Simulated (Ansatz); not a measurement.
# CH4BClFSb: how energies converge with the basis set

An exercise on one series of results from a longer session: the logs are not shown, and one member is left open.

Computed with Ansatz 0.2.0, Gaussian basis. Level: one geometry, several basis sets.

The runs, in order: PBE0-D4/def2-SVP; ωB97M-V/def2-SVP; PBE0-D4/def2-QZVPP; ωB97M-V/def2-QZVPP; the functionals' def2-TZVPP values are taken from earlier runs.

### The relaxed structure

An earlier PBE0-D4 in a triple-zeta def2 set relaxation fixed the geometry. Sb takes the def2 core potential; no spin-orbit term is included.

SMILES `C[B](F)[SbH][Cl]`, 9 atoms, charge 0, spin multiplicity 1.

Atoms are counted from 1 here; the program's logs count them from 0.

Bond lengths: C1–B2 1.548 Å, C1–H6 1.096 Å, C1–H7 1.092 Å, C1–H8 1.095 Å, B2–F3 1.327 Å, B2–Sb4 2.287 Å, Sb4–Cl5 2.370 Å, Sb4–H9 1.714 Å. Angles: B2–C1–H6 109.6°, B2–C1–H7 113.0°, B2–C1–H8 110.1°, H6–C1–H7 109.2°, H6–C1–H8 104.7°, H7–C1–H8 109.8°, C1–B2–F3 121.4°, C1–B2–Sb4 124.5°, F3–B2–Sb4 114.2°, B2–Sb4–Cl5 94.8°, B2–Sb4–H9 88.4°, Cl5–Sb4–H9 94.5°.

Geometry (Å):

| atom | x (Å) | y (Å) | z (Å) |
| --- | --- | --- | --- |
| C1 | -1.2208 | 0.0412 | 0.3354 |
| B2 | 0.2556 | -0.0652 | 0.7884 |
| F3 | 0.5763 | -0.5054 | 1.9981 |
| Sb4 | 2.0491 | 0.5492 | -0.4904 |
| Cl5 | 0.7955 | 0.7867 | -2.4875 |
| H6 | -1.4591 | 1.0850 | 0.1007 |
| H7 | -1.9251 | -0.3287 | 1.0835 |
| H8 | -1.3655 | -0.4958 | -0.6076 |
| H9 | 2.3824 | -1.1135 | -0.7376 |

Set-up of the first run:

Contents of in.yaml:

```yaml
crystal:
  periodic: [false, false, false]
  atoms:
    - {symbol: C, position_ang: [-1.220768, 0.041157, 0.335360]}
    - {symbol: B, position_ang: [0.255579, -0.065234, 0.788405]}
    - {symbol: F, position_ang: [0.576330, -0.505360, 1.998141]}
    - {symbol: Sb, position_ang: [2.049129, 0.549248, -0.490381]}
    - {symbol: Cl, position_ang: [0.795457, 0.786730, -2.487479]}
    - {symbol: H, position_ang: [-1.459055, 1.085001, 0.100709]}
    - {symbol: H, position_ang: [-1.925123, -0.328678, 1.083476]}
    - {symbol: H, position_ang: [-1.365470, -0.495808, -0.607615]}
    - {symbol: H, position_ang: [2.382421, -1.113455, -0.737617]}
basis:
  gaussian: {orbitals: def2-SVP}
hamiltonian: {xc: pbe0, dispersion: d4}
output: {orbitals: {seedname: orbitals}}
```

Among the steps run: PBE0-D4 in def2-SVP; ωB97M-V in def2-SVP; PBE0-D4 in def2-QZVPP; ωB97M-V in def2-QZVPP.

One of the session's tables, all rows but one given; the rest of the session is left out.

It belongs to the step «Density functionals: the series». 

| functional | basis | HOMO (eV) |
| --- | --- | --- |
| PBE0-D4 | def2-SVP | ? |
| PBE0-D4 | def2-TZVPP | -7.08 |
| PBE0-D4 | def2-QZVPP | -7.11 |
| ωB97M-V | def2-SVP | -8.97 |
| ωB97M-V | def2-TZVPP | -9.12 |
| ωB97M-V | def2-QZVPP | -9.15 |

Q: Estimate the row for PBE0-D4, def2-SVP from the others.

The run gave: HOMO (eV): -6.96. In the column «HOMO (eV)» it is the highest.
